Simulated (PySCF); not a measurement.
# C₄H₁₁AsGe: magnetic properties

Aim: compute the magnetic properties of C₄H₁₁AsGe (`C[C@H]1[CH2][Ge@H]([AsH2])[CH2]1`).

Programs: PySCF 2.14.0, with routines of our own; each step states its level. All values are computed. Atoms count from 0.

### Step 1. The starting structure

17 atoms, charge 0, multiplicity 1; geometry from: GFN2-xTB.

### Step 2. Magnetic properties: GIAO BHandHLYP/pcSseg-1

The job: settings as JSON, then the geometry in Å.

```
{"job": {"kind": "mag", "xc": "BHandHLYP", "basis": "pcSseg-1", "isotopologues": 2}, "charge": 0, "multiplicity": 1}
C     -2.137129     0.554164    -0.255922
C     -0.991522    -0.437097    -0.384542
C      0.208380     0.205718    -1.102634
Ge     1.113573     0.502216     0.663975
As     3.416459    -0.150451     1.033396
C     -0.396431    -0.771966     0.995998
H     -2.958334     0.122035     0.312953
H     -1.792060     1.450530     0.257912
H     -2.511562     0.838754    -1.237677
H     -1.353969    -1.330082    -0.905650
H     -0.061295     1.042384    -1.743042
H      0.745185    -0.524062    -1.710072
H      0.808427     1.896909     1.240987
H      3.841869     0.663613    -0.156134
H      3.205785    -1.326923     0.123893
H     -0.053010    -1.806649     1.037931
H     -1.091365    -0.618137     1.818719
```

With the program's defaults for keys left out, this is: GIAO BHandHLYP/pcSseg-1 magnetisability, rotational g tensor and spin-rotation constants, non-relativistic, gas phase.

On the command line:

```bash
OMP_NUM_THREADS=1 python excited_run.py task.json out
```

One launch serves the whole session: the jobs run in the order shown.

The program printed:

```text
coarse grid: 62664 points
cycle   1  E = -4471.2050122873  dE = -9.298e-01  |g| = 9.188e-01  |ddm| = 3.730e+00
cycle   2  E = -4471.2171582974  dE = -1.215e-02  |g| = 7.223e-01  |ddm| = 7.929e-01
cycle   3  E = -4471.2719310338  dE = -5.477e-02  |g| = 1.072e-01  |ddm| = 5.103e-01
cycle   4  E = -4471.2738097111  dE = -1.879e-03  |g| = 2.732e-02  |ddm| = 1.030e-01
cycle   5  E = -4471.2739780524  dE = -1.683e-04  |g| = 6.760e-03  |ddm| = 2.911e-02
cycle   6  E = -4471.2739884062  dE = -1.035e-05  |g| = 2.048e-03  |ddm| = 8.263e-03
cycle   7  E = -4471.2739890920  dE = -6.858e-07  |g| = 3.242e-04  |ddm| = 1.970e-03
final grid: 130040 points
cycle   8  E = -4471.2740070688  dE = -7.234e-08  |g| = 3.218e-04  |ddm| = 2.143e-03
cycle   9  E = -4471.2740070715  dE = -2.694e-09  |g| = 3.244e-04  |ddm| = 6.128e-04
cycle  10  E = -4471.2740070845  dE = -1.304e-08  |g| = 1.702e-05  |ddm| = 2.664e-04
cycle  11  E = -4471.2740070846  dE = -6.730e-11  |g| = 8.983e-06  |ddm| = 2.906e-05
converged SCF energy = -4471.2740070846

Magnetisability tensor (1e-30 J/T^2)
    -1765.25      -80.12       -3.64
      -80.12    -1643.29       71.09
       -3.64       71.09    -1781.02
isotropic -1729.85   principal values   -1830.80  -1776.98  -1581.78
isotropic susceptibility -104.174 1e-6 cm^3/mol

Inertial axes            a          b          c
rot. const./GHz      5.2767     0.6784     0.6720
chi total          -106.043   -109.710    -96.770
chi diamagnetic    -380.542  -1801.198  -1824.407
chi paramagnetic    274.498   1691.488   1727.637
quadrupole/D A       -2.103      0.691      1.412
g nuclear            0.6615     0.5373     0.5394
g electronic        -0.6805    -0.5391    -0.5454
g total             -0.0190    -0.0018    -0.0060

Spin-rotation constants (kHz, H = +C I.J)
atom  isotope        aa         bb         cc
  4   75As        5.035      0.709      0.619
  6     1H       -0.323     -0.016     -0.076
  7     1H       -0.456     -0.082      0.010
  8     1H       -0.326     -0.015     -0.077
  9     1H       -0.452     -0.073      0.015
 10     1H       -0.445     -0.020     -0.053
 11     1H       -0.499     -0.062      0.002
 12     1H       -0.441     -0.059      0.031
 13     1H       -0.533      0.007     -0.075
 14     1H       -0.496     -0.075      0.001
 15     1H       -0.499     -0.066      0.007
 16     1H       -0.436     -0.016     -0.060
  0    13C*       0.817      0.099      0.114
  1    13C*       0.920      0.099      0.117
  2    13C*       0.712      0.118      0.134
  3   73Ge*      -1.494     -0.184     -0.208
* in the singly substituted isotopologue

Isotopologues: g along a, b, c
2H    at 6,7,8,9,10,11,    -0.0142    -0.0016    -0.0053
13C   at 0                 -0.0190    -0.0018    -0.0059
```

It took 46 s on 1 thread of Intel Xeon Platinum 8559C, shared host; peak memory 1 GiB.

In short:

```csv
quantity,value
magnetisability,-1730·10⁻³⁰ J/T²
molar susceptibility,-104.2·10⁻⁶ cm³/mol
"rotational g (a, b, c)","-0.0190, -0.0018, -0.0060"
```

### Step 3. Magnetic properties: GIAO wB97X-D/STO-3G

The job, as its differences from that of step 2:

```diff
@@ -1,2 +1,2 @@
-{"job": {"kind": "mag", "xc": "BHandHLYP", "basis": "pcSseg-1", "isotopologues": 2}, "charge": 0, "multiplicity": 1}
+{"job": {"kind": "mag", "xc": "wB97X-D", "basis": "STO-3G"}, "charge": 0, "multiplicity": 1}
 C     -2.137129     0.554164    -0.255922
```

Level: GIAO wB97X-D/STO-3G magnetisability, rotational g tensor and spin-rotation constants, non-relativistic, gas phase.

The program printed:

```text
coarse grid: 62664 points
cycle   1  E = -4420.7512445921  dE = -4.542e+00  |g| = 6.493e-01  |ddm| = 4.873e+00
cycle   2  E = -4420.9229302405  dE = -1.717e-01  |g| = 2.301e-01  |ddm| = 1.713e+00
cycle   3  E = -4420.9434597016  dE = -2.053e-02  |g| = 3.611e-02  |ddm| = 4.502e-01
cycle   4  E = -4420.9439870224  dE = -5.273e-04  |g| = 1.341e-02  |ddm| = 8.020e-02
cycle   5  E = -4420.9440605500  dE = -7.353e-05  |g| = 2.311e-03  |ddm| = 2.634e-02
cycle   6  E = -4420.9440634539  dE = -2.904e-06  |g| = 6.897e-04  |ddm| = 6.091e-03
final grid: 130040 points
cycle   7  E = -4420.9440479258  dE = -9.920e-07  |g| = 4.589e-04  |ddm| = 3.416e-03
cycle   8  E = -4420.9440480325  dE = -1.067e-07  |g| = 2.226e-04  |ddm| = 1.265e-03
cycle   9  E = -4420.9440480539  dE = -2.141e-08  |g| = 6.052e-05  |ddm| = 4.179e-04
cycle  10  E = -4420.9440480580  dE = -4.140e-09  |g| = 1.575e-05  |ddm| = 3.009e-04
cycle  11  E = -4420.9440480582  dE = -1.401e-10  |g| = 4.161e-06  |ddm| = 4.693e-05
converged SCF energy = -4420.9440480582

Magnetisability tensor (1e-30 J/T^2)
    -1795.56      -78.80        6.85
      -78.80    -1732.90       67.61
        6.85       67.61    -1850.21
isotropic -1792.89   principal values   -1899.93  -1814.74  -1664.00
isotropic susceptibility -107.970 1e-6 cm^3/mol

Inertial axes            a          b          c
rot. const./GHz      5.2767     0.6784     0.6720
chi total          -107.724   -114.030   -102.157
chi diamagnetic    -370.420  -1792.598  -1815.879
chi paramagnetic    262.696   1678.568   1713.722
quadrupole/D A       -3.867      1.512      2.356
g nuclear            0.6615     0.5373     0.5394
g electronic        -0.6512    -0.5350    -0.5410
g total              0.0103     0.0023    -0.0016

Spin-rotation constants (kHz, H = +C I.J)
atom  isotope        aa         bb         cc
  4   75As        1.880      0.193      0.154
  6     1H       -0.371     -0.021     -0.071
  7     1H       -0.474     -0.077      0.001
  8     1H       -0.374     -0.019     -0.072
  9     1H       -0.466     -0.072      0.003
 10     1H       -0.455     -0.030     -0.054
 11     1H       -0.470     -0.063     -0.011
 12     1H       -0.530     -0.062      0.021
 13     1H       -0.556     -0.003     -0.077
 14     1H       -0.523     -0.073     -0.006
 15     1H       -0.474     -0.066     -0.007
 16     1H       -0.450     -0.026     -0.058
  0    13C*       0.358      0.047      0.051
  1    13C*       0.504      0.046      0.071
  2    13C*       0.268      0.051      0.055
  3   73Ge*      -0.885     -0.075     -0.127
* in the singly substituted isotopologue
```

Run time: 18 s. Hardware: 1 thread of Intel Xeon Platinum 8559C, shared host; peak memory 0.74 GiB.

In short:

```csv
quantity,value
magnetisability,-1793·10⁻³⁰ J/T²
molar susceptibility,-108.0·10⁻⁶ cm³/mol
"rotational g (a, b, c)","0.0103, 0.0023, -0.0016"
```

### Step 4. Magnetic properties: GIAO B97-D/def2-SVP

The job, as its differences from that of step 3:

```diff
@@ -1,2 +1,2 @@
-{"job": {"kind": "mag", "xc": "wB97X-D", "basis": "STO-3G"}, "charge": 0, "multiplicity": 1}
+{"job": {"kind": "mag", "xc": "B97-D", "basis": "def2-SVP", "scf": {"guess": "atom"}}, "charge": 0, "multiplicity": 1}
 C     -2.137129     0.554164    -0.255922
```

Method: GIAO B97-D/def2-SVP magnetisability, rotational g tensor and spin-rotation constants, non-relativistic, gas phase.

The program printed:

```text
final grid: 130040 points
cycle   1  E = -4472.7138747575  dE =  1.580e+00  |g| = 1.411e+00  |ddm| = 4.531e+00
cycle   2  E = -4467.2505971133  dE =  5.463e+00  |g| = 3.791e+00  |ddm| = 8.685e+00
cycle   3  E = -4473.1061324550  dE = -5.856e+00  |g| = 7.089e-01  |ddm| = 8.432e+00
cycle   4  E = -4473.2721972728  dE = -1.661e-01  |g| = 2.890e-01  |ddm| = 1.905e+00
cycle   5  E = -4473.2887030879  dE = -1.651e-02  |g| = 1.073e-01  |ddm| = 4.522e-01
cycle   6  E = -4473.2913193074  dE = -2.616e-03  |g| = 3.557e-02  |ddm| = 1.678e-01
cycle   7  E = -4473.2916386416  dE = -3.193e-04  |g| = 6.970e-03  |ddm| = 5.450e-02
cycle   8  E = -4473.2916479342  dE = -9.293e-06  |g| = 2.865e-03  |ddm| = 1.182e-02
cycle   9  E = -4473.2916501269  dE = -2.193e-06  |g| = 1.059e-03  |ddm| = 4.507e-03
cycle  10  E = -4473.2916503863  dE = -2.594e-07  |g| = 3.372e-04  |ddm| = 1.562e-03
cycle  11  E = -4473.2916504223  dE = -3.593e-08  |g| = 9.043e-05  |ddm| = 5.755e-04
cycle  12  E = -4473.2916504244  dE = -2.111e-09  |g| = 1.420e-05  |ddm| = 1.278e-04
cycle  13  E = -4473.2916504244  dE = -5.366e-11  |g| = 8.509e-06  |ddm| = 2.968e-05
converged SCF energy = -4473.2916504244

Magnetisability tensor (1e-30 J/T^2)
    -1702.14      -81.30       -9.96
      -81.30    -1574.81       64.94
       -9.96       64.94    -1712.01
isotropic -1662.99   principal values   -1756.16  -1717.75  -1515.05
isotropic susceptibility -100.147 1e-6 cm^3/mol

Inertial axes            a          b          c
rot. const./GHz      5.2767     0.6784     0.6720
chi total          -102.385   -105.175    -92.882
chi diamagnetic    -378.251  -1798.400  -1821.407
chi paramagnetic    275.866   1693.225   1728.525
quadrupole/D A       -1.415      0.518      0.897
g nuclear            0.6615     0.5373     0.5394
g electronic        -0.6839    -0.5397    -0.5457
g total             -0.0224    -0.0024    -0.0063

Spin-rotation constants (kHz, H = +C I.J)
atom  isotope        aa         bb         cc
  4   75As        4.955      0.746      0.644
  6     1H       -0.321     -0.016     -0.078
  7     1H       -0.464     -0.083      0.013
  8     1H       -0.325     -0.014     -0.079
  9     1H       -0.447     -0.073      0.017
 10     1H       -0.451     -0.017     -0.052
 11     1H       -0.498     -0.062      0.004
 12     1H       -0.434     -0.058      0.034
 13     1H       -0.532      0.010     -0.074
 14     1H       -0.493     -0.074      0.004
 15     1H       -0.497     -0.066      0.009
 16     1H       -0.442     -0.013     -0.059
  0    13C*       0.770      0.092      0.107
  1    13C*       0.888      0.095      0.112
  2    13C*       0.682      0.118      0.130
  3   73Ge*      -1.444     -0.179     -0.198
* in the singly substituted isotopologue
```

Wall time 45 s (1 thread of Intel Xeon Platinum 8559C, shared host); peak memory 0.75 GiB.

In short:

```csv
quantity,value
magnetisability,-1663·10⁻³⁰ J/T²
molar susceptibility,-100.1·10⁻⁶ cm³/mol
"rotational g (a, b, c)","-0.0224, -0.0024, -0.0063"
```

### Step 5. Magnetic properties: GIAO mPW1PW91/STO-3G

The job, as its differences from that of step 4:

```diff
@@ -1,2 +1,2 @@
-{"job": {"kind": "mag", "xc": "B97-D", "basis": "def2-SVP", "scf": {"guess": "atom"}}, "charge": 0, "multiplicity": 1}
+{"job": {"kind": "mag", "xc": "mPW1PW91", "basis": "STO-3G", "scf": {"max_cycle": 3}}, "charge": 0, "multiplicity": 1}
 C     -2.137129     0.554164    -0.255922
```

Level: GIAO mPW1PW91/STO-3G magnetisability, rotational g tensor and spin-rotation constants, non-relativistic, gas phase.

The program printed:

```text
final grid: 130040 points
cycle   1  E = -4421.0302153495  dE = -4.589e+00  |g| = 6.888e-01  |ddm| = 4.879e+00
cycle   2  E = -4421.1489854405  dE = -1.188e-01  |g| = 4.902e-01  |ddm| = 2.295e+00
cycle   3  E = -4421.2455526550  dE = -9.657e-02  |g| = 8.077e-02  |ddm| = 1.026e+00
SCF not converged, last energy = -4421.2455526550
```

Run time: 1.9 s. Hardware: 1 thread of Intel Xeon Platinum 8559C, shared host; peak memory 0.5 GiB.

Why it failed: The cap of 3 cycles ended the SCF at a gradient of 8.1e-02. Cure: raise the cap. Numbers printed on the way are no properties of the molecule.

### Step 6. The levels compared

```csv
level,ξ (10⁻³⁰ J/T²),g(a),g(b),gap (eV),functions,time
GIAO BHandHLYP/pcSseg-1,-1730,-0.0190,-0.0018,9.16,205,46 s
GIAO wB97X-D/STO-3G,-1793,0.0103,0.0023,12.51,67,18 s
GIAO B97-D/def2-SVP,-1663,-0.0224,-0.0024,5.41,175,45 s
```

### Step 7. What came out

```
                                                quantity                               value
       magnetisability (step 2, GIAO BHandHLYP/pcSseg-1)                    -1730·10⁻³⁰ J/T²
  molar susceptibility (step 2, GIAO BHandHLYP/pcSseg-1)                 -104.2·10⁻⁶ cm³/mol
rotational g (a, b, c) (step 2, GIAO BHandHLYP/pcSseg-1)           -0.0190, -0.0018, -0.0060
                         magnetisability over the levels           -1730 to -1663·10⁻³⁰ J/T²
                                                    runs  1 failed, 0 ended on unsound input
```

Steps that list no spin-orbit terms leave them out, which matters at and beside the heavy atoms. GIAO wB97X-D/STO-3G has a minimal basis, so it is left out of the spread where two other levels stand. The magnetisability spreads by 3.9 % over 2 levels of like cost. Two levels can agree by chance, so this spread shows no convergence. Vibrational averaging and real surroundings are missing from these values.
